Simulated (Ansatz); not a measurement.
# AlH5Se: vertical and adiabatic energies of changing the electron count, by script

A script is to give vertical and adiabatic energies of changing the electron count; the system is AlH5Se.

All numbers are computed with Ansatz 0.2.0 through its Python package. Level of theory: CAM-B3LYP/def2-TZVP.

### 1 The system

Bond lengths: Al1–Se2 2.373 Å, Al1–H3 1.552 Å, Al1–H4 1.585 Å, Al1–H5 1.629 Å, Se2–H6 1.547 Å, Se2–H7 1.526 Å. Angles: Al1–Se2–H6 90.7°, Al1–Se2–H7 92.9°, H6–Se2–H7 89.5°, Se2–Al1–H3 113.7°, Se2–Al1–H4 107.5°, Se2–Al1–H5 110.2°, H3–Al1–H4 109.2°, H3–Al1–H5 110.0°, H4–Al1–H5 105.9°.

No structure file is read: the coordinates are typed or built in the script.

### 2 Script

The input, run_adiabatic.py:

```python
# -*- coding: utf-8 -*-
"""How AlH5Se relaxes after losing an electron."""

import itertools

import ansatz
from ase.data import atomic_numbers, covalent_radii
import numpy as np


def main():
    alh5se = (
        ansatz.Crystal.molecule()
        .atom("Al", [-0.4861, -0.5687, -0.4375])
        .atom("Se", [1.0019, 0.1753, 1.254])
        .atom("H", [-0.482, -2.1074, -0.6378])
        .atom("H", [-1.9443, -0.1013, -0.0296])
        .atom("H", [-0.1564, 0.179, -1.8472])
        .atom("H", [1.8881, 0.8736, 0.1955])
        .atom("H", [0.24, 1.4816, 1.4569])
    )

    calculation = alh5se.calculation().basis(gaussian="def2-TZVP").functional("cam_b3lyp")
    symbols = [site.symbol for site in alh5se.cartesian_sites]
    start = np.array([site.position_ang for site in alh5se.cartesian_sites], dtype=float)
    summary = calculation.relax(force_tolerance=0.01).run(threads=1).report
    end = np.array(summary["positions_ang"])

    minimum = ansatz.Crystal.molecule()
    for symbol, place in zip(symbols, end):
        minimum = minimum.atom(symbol, place.tolist())
    ion = (
        minimum.calculation()
        .basis(gaussian="def2-TZVP")
        .functional("cam_b3lyp")
        .charge(1)
        .spin("collinear", total=1)
    )
    vertical = ion.run(threads=1).report
    settled = ion.relax(force_tolerance=0.01, max_steps=80).run(threads=1).report
    print(f"vertical ionisation energy   {vertical['free_energy_ev'] - summary['free_energy_ev']:.3f} eV")
    print(f"adiabatic, no zero point     {settled['free_energy_ev'] - summary['free_energy_ev']:.3f} eV")
    print(f"relaxation energy of the ion {vertical['free_energy_ev'] - settled['free_energy_ev']:.3f} eV")
    ionised = np.array(settled["positions_ang"])
    # pairs closer than 1.2 times the sum of covalent radii, before or after
    radius = [covalent_radii[atomic_numbers[s]] for s in symbols]
    span = lambda where, i, j: np.linalg.norm(where[i] - where[j])
    bonded = [(i, j) for i, j in itertools.combinations(range(len(symbols)), 2) if min(span(end, i, j), span(ionised, i, j)) < 1.2 * (radius[i] + radius[j])]
    print("pair        before    after (A)")
    for i, j in bonded:
        print(f"{symbols[i]}{i}-{symbols[j]}{j}".ljust(10), f"{span(end, i, j):8.4f} {span(ionised, i, j):8.4f}")


if __name__ == "__main__":
    main()
```

### 3 The input behind the calls

The package turns the script's settings into the engine's input (first run):

```yaml
crystal:
  periodic: [false, false, false]
  atoms:
    - { symbol: Al, position_ang: [-0.4861, -0.5687, -0.4375] }
    - { symbol: Se, position_ang: [1.0019, 0.1753, 1.254] }
    - { symbol: H, position_ang: [-0.482, -2.1074, -0.6378] }
    - { symbol: H, position_ang: [-1.9443, -0.1013, -0.0296] }
    - { symbol: H, position_ang: [-0.1564, 0.179, -1.8472] }
    - { symbol: H, position_ang: [1.8881, 0.8736, 0.1955] }
    - { symbol: H, position_ang: [0.24, 1.4816, 1.4569] }
basis:
  gaussian:
    orbitals: def2-TZVP
hamiltonian:
  xc: cam_b3lyp
relax:
  f_tol: 0.01
```

### 4 Running it

Run with:

```console
python run_adiabatic.py
```

**Question.** What results will this script give? Wanted: vertical ionisation energy; adiabatic ionisation energy, no zero point.

As calculated:

```
                                  quantity      value
                vertical ionisation energy  10.324 eV
adiabatic ionisation energy, no zero point   9.252 eV
                             runs compared          3
```

The ionisation energy is a difference of two total energies at the neutral geometry; letting the ion relax lowers it by 1.07 eV. The dearest, run 3, took some 4.9 times as long as run 2. Run 1: After 10 moves the largest shift is 0.578 Å, of atom 6 (H). Run 3: The relaxation took 20 moves; the largest shift is 0.859 Å, of atom 5 (H). So large a move can change the bonding: the results belong to the relaxed structure. The energies are electronic: no zero-point or thermal terms, and the basis set is short of its limit. The product may relax into another structure. The relaxation finds the nearest minimum, so the adiabatic value is an upper bound.
